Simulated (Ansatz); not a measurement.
# ClH7W: the cost of one run

Program: Ansatz 0.2.0. Level of theory: RKS BHLYP/def2-SVP. These are calculated values, not measurements.

## Step 1: The starting structure

Bond lengths: W1–H2 2.070 Å, W1–H3 1.720 Å, W1–H4 1.720 Å, W1–H5 1.720 Å, W1–H6 1.720 Å, W1–H7 1.720 Å, W1–Cl8 2.690 Å. Angles (14 of 21 angles, heavy atoms first): H2–W1–Cl8 71.6°, H3–W1–Cl8 48.9°, H4–W1–Cl8 46.8°, H5–W1–Cl8 131.1°, H6–W1–Cl8 133.2°, H7–W1–Cl8 108.4°, H2–W1–H3 90.0°, H2–W1–H4 90.0°, H2–W1–H5 90.0°, H2–W1–H6 90.0°, H2–W1–H7 180.0°, H3–W1–H4 90.0°, H3–W1–H5 180.0°, H3–W1–H6 90.0°.

Coordinates:

```xyz
9

W     0.0000    0.0000    0.0000
H     0.0000    0.0000    2.0700
H     1.7200    0.0000    0.0000
H     0.0000    1.7200    0.0000
H    -1.7200    0.0000    0.0000
H     0.0000   -1.7200    0.0000
H     0.0000    0.0000   -1.7200
Cl    1.7678    1.8416    0.8482
H     0.7133    0.7430    2.0759
```

## Step 2: A restrained relaxation towards end A

Springs on the bonds that form and break draw the guess towards this end; the thresholds are loose.

File input.yaml:

```yaml
crystal:
  periodic: [false, false, false]
  atoms:
    - { symbol: W, position_ang: [0.0, 0.0, 0.0] }
    - { symbol: H, position_ang: [0.0, 0.0, 2.07] }
    - { symbol: H, position_ang: [1.72, 0.0, 0.0] }
    - { symbol: H, position_ang: [0.0, 1.72, 0.0] }
    - { symbol: H, position_ang: [-1.72, 0.0, 0.0] }
    - { symbol: H, position_ang: [0.0, -1.72, 0.0] }
    - { symbol: H, position_ang: [0.0, 0.0, -1.72] }
    - { symbol: Cl, position_ang: [1.7678, 1.8416, 0.8482] }
    - { symbol: H, position_ang: [0.7133, 0.743, 2.0759] }
basis:
  gaussian: { orbitals: def2-SVP }
hamiltonian:
  xc: { name: BHLYP }
relax:
  f_tol: 0.15
  max_steps: 25
  restrain:
    - { distance: [0, 7], at: 3.59, k: 30.0 }
    - { distance: [8, 1], at: 1.86, k: 30.0 }
    - { distance: [0, 1], at: 1.72, k: 30.0 }
    - { distance: [8, 7], at: 1.37, k: 30.0 }
output:
  orbitals: {}
```

On the command line:

```console
ansatz run input.yaml --threads 1 --pin off --max-ram 2048MiB --backend cpu --events-out ev --progress --plain --runs-dir out
```

What time and memory should one allow on 1 thread of Arm Neoverse V2, shared host?

About 47 s, with a peak of 0.17 GiB.
